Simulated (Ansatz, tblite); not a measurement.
# The cluster Ge₂₄PH₃₄: one state, many levels

One table from this session's results is given with a row withheld; the runs are named, their logs left out.

Computed with Ansatz 0.2.0, Gaussian basis. Level: as each input shows.

The runs, in order: GFN1-xTB, GFN2-xTB, PBE-D4/def2-SVP, r2SCAN-D4/def2-SVP, B3LYP-D4/def2-SVP, r2SCAN-D4/def2-mTZVP, HF/STO-3G, HF/6-31G, B3LYP-D4/6-31G.

1 further run of the same task is left out (set aside as unsound or not needed). Runs told in other sessions of the task aren't counted.

## The geometry

The doublet was relaxed beforehand with PBE-D4/def2-SVP.

59 atoms, charge 0, spin multiplicity 2.

Bond lengths: Ge1–Ge13 2.443 Å, Ge1–Ge14 2.443 Å, Ge1–P18 2.344 Å, Ge1–H26 1.561 Å, Ge2–Ge16 2.443 Å, Ge2–Ge17 2.443 Å, Ge2–Ge19 2.450 Å, Ge2–H27 1.561 Å, Ge3–Ge13 2.451 Å, Ge3–Ge15 2.442 Å, Ge3–Ge20 2.463 Å, Ge3–H28 1.566 Å, Ge4–Ge16 2.449 Å, Ge4–P18 2.349 Å, Ge4–Ge21 2.445 Å, Ge4–H29 1.561 Å, Ge5–Ge14 2.451 Å, Ge5–Ge15 2.442 Å and more. Angles: Ge13–Ge1–Ge14 110.4°, Ge13–Ge1–P18 102.2°, Ge13–Ge1–H26 113.9°, Ge14–Ge1–P18 102.3°, Ge14–Ge1–H26 114.0°, P18–Ge1–H26 112.9°, Ge16–Ge2–Ge17 106.7°, Ge16–Ge2–Ge19 109.6°, Ge16–Ge2–H27 110.6°, Ge17–Ge2–Ge19 109.7°, Ge17–Ge2–H27 110.6°, Ge19–Ge2–H27 109.5°, Ge13–Ge3–Ge15 107.9°, Ge13–Ge3–Ge20 118.2°, Ge13–Ge3–H28 107.7°, Ge15–Ge3–Ge20 109.9°, Ge15–Ge3–H28 109.5°, Ge20–Ge3–H28 103.2° and more.

PBE0-D4/def2-SVP was run before; its log isn't repeated, and its numbers join the tables.

The first run:

Tight binding, by tblite at 300 K electronic temperature and without a spin-polarisation term:

```python
tblite.interface.Calculator('GFN1-xTB', numbers, positions, charge=0, uhf=1).singlepoint()
```

Tight binding, by tblite at 300 K electronic temperature and without a spin-polarisation term:

```python
tblite.interface.Calculator('GFN2-xTB', numbers, positions, charge=0, uhf=1).singlepoint()
```

start.molden holds the orbitals of an earlier run on this state, given as this run's starting guess.

Input file in.yaml:

```yaml
crystal:
  periodic: [false, false, false]
  atoms:
    - {symbol: Ge, position_ang: [-2.169794, -2.153230, -0.483232]}
    - {symbol: Ge, position_ang: [-2.137794, -2.158469, 4.885932]}
    - {symbol: Ge, position_ang: [-1.910949, 0.811350, -3.048189]}
    - {symbol: Ge, position_ang: [-2.168028, 0.512178, 1.970783]}
    - {symbol: Ge, position_ang: [0.803796, -1.907453, -3.034855]}
    - {symbol: Ge, position_ang: [0.512555, -2.151680, 1.951770]}
    - {symbol: Ge, position_ang: [0.808229, 0.796141, -6.022933]}
    - {symbol: Ge, position_ang: [0.745510, 3.671327, -3.327728]}
    - {symbol: Ge, position_ang: [3.668033, 0.744453, -3.312837]}
    - {symbol: Ge, position_ang: [0.717046, 3.209326, 1.543833]}
    - {symbol: Ge, position_ang: [3.220037, 0.729696, 1.539256]}
    - {symbol: Ge, position_ang: [0.710222, 0.701743, 4.645908]}
    - {symbol: Ge, position_ang: [-3.494963, -0.645916, -1.876322]}
    - {symbol: Ge, position_ang: [-0.662373, -3.486786, -1.867703]}
    - {symbol: Ge, position_ang: [-0.577532, -0.579470, -4.548324]}
    - {symbol: Ge, position_ang: [-3.593541, -0.830914, 3.441165]}
    - {symbol: Ge, position_ang: [-0.813158, -3.595262, 3.419643]}
    - {symbol: P, position_ang: [-0.693612, -0.674712, 0.579724]}
    - {symbol: Ge, position_ang: [-0.654844, -0.671608, 6.147850]}
    - {symbol: Ge, position_ang: [-0.432475, 2.246974, -1.698445]}
    - {symbol: Ge, position_ang: [-0.703900, 2.056828, 3.175226]}
    - {symbol: Ge, position_ang: [2.237079, -0.427181, -1.684581]}
    - {symbol: Ge, position_ang: [2.064138, -0.699279, 3.161863]}
    - {symbol: Ge, position_ang: [2.235864, 2.230163, -4.642628]}
    - {symbol: Ge, position_ang: [1.649368, 1.657038, -0.282632]}
    - {symbol: H, position_ang: [-3.016811, -2.993452, 0.523379]}
    - {symbol: H, position_ang: [-2.982963, -3.016577, 5.878533]}
    - {symbol: H, position_ang: [-2.740953, 1.840520, -3.887789]}
    - {symbol: H, position_ang: [-3.042794, 1.308717, 0.951717]}
    - {symbol: H, position_ang: [1.838357, -2.741259, -3.864414]}
    - {symbol: H, position_ang: [1.303757, -3.015642, 0.919525]}
    - {symbol: H, position_ang: [-0.113847, 1.651031, -6.942190]}
    - {symbol: H, position_ang: [1.667899, -0.131596, -6.931889]}
    - {symbol: H, position_ang: [-0.245263, 4.364149, -4.315602]}
    - {symbol: H, position_ang: [1.557583, 4.783411, -2.601426]}
    - {symbol: H, position_ang: [4.364847, -0.251902, -4.292145]}
    - {symbol: H, position_ang: [4.777296, 1.557838, -2.584107]}
    - {symbol: H, position_ang: [-0.038117, 4.408267, 0.892348]}
    - {symbol: H, position_ang: [1.957777, 3.789698, 2.292311]}
    - {symbol: H, position_ang: [4.421055, -0.022567, 0.887577]}
    - {symbol: H, position_ang: [3.796785, 1.970331, 2.291614]}
    - {symbol: H, position_ang: [1.639866, 1.632679, 5.485725]}
    - {symbol: H, position_ang: [-4.295761, -1.457858, -2.937512]}
    - {symbol: H, position_ang: [-4.513503, 0.155089, -1.015952]}
    - {symbol: H, position_ang: [-1.474035, -4.283681, -2.931594]}
    - {symbol: H, position_ang: [0.130784, -4.508872, -1.004477]}
    - {symbol: H, position_ang: [-1.519876, -1.525699, -5.357193]}
    - {symbol: H, position_ang: [-4.520341, -1.755331, 2.599685]}
    - {symbol: H, position_ang: [-4.496337, 0.122153, 4.279525]}
    - {symbol: H, position_ang: [-1.739919, -4.519242, 2.577518]}
    - {symbol: H, position_ang: [0.149792, -4.500766, 4.243641]}
    - {symbol: H, position_ang: [-1.512542, 0.251170, 7.064354]}
    - {symbol: H, position_ang: [0.270002, -1.524534, 7.066597]}
    - {symbol: H, position_ang: [-1.380616, 3.123321, -0.811956]}
    - {symbol: H, position_ang: [-1.551759, 3.072484, 4.004340]}
    - {symbol: H, position_ang: [3.110060, -1.373845, -0.793494]}
    - {symbol: H, position_ang: [3.074398, -1.560711, 3.984028]}
    - {symbol: H, position_ang: [3.120484, 3.105792, -5.585881]}
    - {symbol: H, position_ang: [2.660981, 2.670028, -0.950539]}
basis:
  gaussian: {orbitals: def2-SVP, fitting: {mean_field: def2-universal-jkfit}, initial_orbitals: start.molden}
magnetization: {spin_polarized: true, initial_magnetization: 1}
hamiltonian: {xc: pbe, dispersion: d4}
scf: {omitted_lower_state_checks: [starts]}
output: {orbitals: {seedname: orbitals}}
```

Run with:

```bash
> ansatz run in.yaml --threads 11 --pin off --events-out ev --progress --plain --max-ram 174080MiB --backend cuda --devices 0, --max-vram 75GiB
```

Among the steps run: PBE-D4/def2-SVP; r2SCAN-D4/def2-SVP; B3LYP-D4/def2-SVP; r2SCAN-D4/def2-mTZVP; HF/STO-3G; HF/6-31G; B3LYP-D4/6-31G.

One table of the session follows, with a row left open; its other results are not shown here.

It belongs to the step «Binding energy». 

| level | binding an atom (eV) |
| --- | --- |
| HF/STO-3G | 3.676 |
| HF/6-31G | 1.824 |
| PBE-D4/def2-SVP | 2.889 |
| r2SCAN-D4/def2-SVP | ? |
| r2SCAN-D4/def2-mTZVP | 2.882 |
| B3LYP-D4/6-31G | 2.802 |
| B3LYP-D4/def2-SVP | 2.852 |
| PBE0-D4/def2-SVP | 2.884 |

Estimate the missing values for r2SCAN-D4/def2-SVP.

The run gave: binding an atom (eV): 2.909. In the column «binding an atom (eV)» it lies between PBE-D4/def2-SVP (2.889) and HF/STO-3G (3.676).

Caveats from the session: Free atoms were run apart at each level; binding is atoms less cluster, divided by the number of atoms, without zero-point or spin-orbit terms.
